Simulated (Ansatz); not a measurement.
**CH₄SeSi (SMILES C1[SiH2][Se]1): one structure at several levels**

A test off equilibrium: a structure displaced at random from a GFN2-xTB minimum is computed at several levels, and each is set against CCSD(T).

Program: Ansatz 0.2.0, Gaussian basis. Level of theory: single points in def2-TZVPP. These are calculated values, not measurements.

Correlated methods freeze the cores. Filled d shells of the heavier atoms are correlated.

**1. The system as given**

SMILES `C1[SiH2][Se]1`, 7 atoms, charge 0, spin multiplicity 1.

Atoms are counted from 1 here; the program's logs count them from 0.

Bond lengths: C1–Si2 1.810 Å, C1–Se3 1.977 Å, C1–H4 1.306 Å, C1–H5 1.152 Å, Si2–Se3 2.244 Å, Si2–H6 1.432 Å, Si2–H7 1.435 Å. Angles: Si2–C1–Se3 72.5°, Si2–C1–H4 118.4°, Si2–C1–H5 125.6°, Se3–C1–H4 108.1°, Se3–C1–H5 108.1°, H4–C1–H5 112.9°, C1–Si2–Se3 57.2°, C1–Si2–H6 112.0°, C1–Si2–H7 120.0°, Se3–Si2–H6 120.1°, Se3–Si2–H7 116.5°, H6–Si2–H7 117.3°, C1–Se3–Si2 50.3°.

As a file:

```
C    -0.68080   -0.47980   -0.31290
Si    0.73570    0.32210    0.47780
Se   -0.32560    1.20010   -1.29360
H    -0.45610   -1.47820   -1.12490
H    -1.76730   -0.44840    0.06840
H     0.42460    0.77670    1.79990
H     2.06260   -0.17540    0.24880
```

**2. CCSD(T)/def2-TZVPP**

run/in.yaml

```yaml
crystal:
  periodic: [false, false, false]
  atoms:
    - {symbol: C, position_ang: [-0.680800, -0.479800, -0.312900]}
    - {symbol: Si, position_ang: [0.735700, 0.322100, 0.477800]}
    - {symbol: Se, position_ang: [-0.325600, 1.200100, -1.293600]}
    - {symbol: H, position_ang: [-0.456100, -1.478200, -1.124900]}
    - {symbol: H, position_ang: [-1.767300, -0.448400, 0.068400]}
    - {symbol: H, position_ang: [0.424600, 0.776700, 1.799900]}
    - {symbol: H, position_ang: [2.062600, -0.175400, 0.248800]}
basis:
  gaussian: {orbitals: def2-TZVPP}
correlation: {method: ccsd_t}
output: {forces: true}
```

No record of the launch command was kept for these runs.

**3. PBE0-D4/def2-TZVPP**

Edit run/in.yaml of step 2 so:

```diff
@@ -12,3 +12,3 @@
   gaussian: {orbitals: def2-TZVPP}
-correlation: {method: ccsd_t}
-output: {forces: true}
+hamiltonian: {xc: pbe0, dispersion: d4}
+output: {forces: true, orbitals: {seedname: orbitals}}
```

**4. wB97M-V/def2-TZVPP**

Edit run/in.yaml of step 3 so:

```diff
@@ -12,3 +12,3 @@
   gaussian: {orbitals: def2-TZVPP}
-hamiltonian: {xc: pbe0, dispersion: d4}
-output: {forces: true, orbitals: {seedname: orbitals}}
+hamiltonian: {xc: {name: wB97M-V}}
+output: {forces: true}
```

**5. r2SCAN-D4/def2-TZVPP**

Edit run/in.yaml of step 4 so:

```diff
@@ -12,3 +12,3 @@
   gaussian: {orbitals: def2-TZVPP}
-hamiltonian: {xc: {name: wB97M-V}}
+hamiltonian: {xc: r2scan, dispersion: d4}
 output: {forces: true}
```

**6. PBE-D4/def2-TZVPP**

Edit run/in.yaml of step 5 so:

```diff
@@ -12,3 +12,3 @@
   gaussian: {orbitals: def2-TZVPP}
-hamiltonian: {xc: r2scan, dispersion: d4}
+hamiltonian: {xc: pbe, dispersion: d4}
 output: {forces: true}
```

**7. SPW92/def2-TZVPP**

Edit run/in.yaml of step 6 so:

```diff
@@ -12,3 +12,3 @@
   gaussian: {orbitals: def2-TZVPP}
-hamiltonian: {xc: pbe, dispersion: d4}
+hamiltonian: {xc: lda}
 output: {forces: true}
```

**8. BLYP-D4/def2-TZVPP**

Edit run/in.yaml of step 7 so:

```diff
@@ -12,3 +12,3 @@
   gaussian: {orbitals: def2-TZVPP}
-hamiltonian: {xc: lda}
+hamiltonian: {xc: {name: BLYP}, dispersion: d4}
 output: {forces: true}
```

(Steps that only read results are left out.)

Before running it: what results should come out? Wanted: energy less free atoms, CCSD(T)/def2-TZVPP; RMS force component; RMS force error; HOMO and LUMO, PBE0-D4; T1 diagnostic.

**Answer**, as computed:

| quantity | value |
| --- | --- |
| energy less free atoms, CCSD(T)/def2-TZVPP | -22.148 eV |
| RMS force component | 1.377 to 1.516 eV/Å over the methods |
| RMS force error | PBE0-D4 0.130, wB97M-V 0.114, r2SCAN-D4 0.099, PBE-D4 0.144, SPW92 0.282, BLYP-D4 0.203 eV/Å |
| HOMO and LUMO, PBE0-D4 | -6.49 and -0.72 eV |
| T1 diagnostic | 0.011 |

Against CCSD(T) the functionals' energies less atoms differ by -3.948 to -0.428 eV, PBE-D4 by -0.970 eV. A larger basis would deepen the CCSD(T) value, while the functionals are nearly converged already, so the order here is not reliable. On forces the order runs from r2SCAN-D4 to SPW92. Frozen-core CCSD(T) forces in triple zeta carry basis errors of their own, and this is one geometry, so small gaps rank nothing.
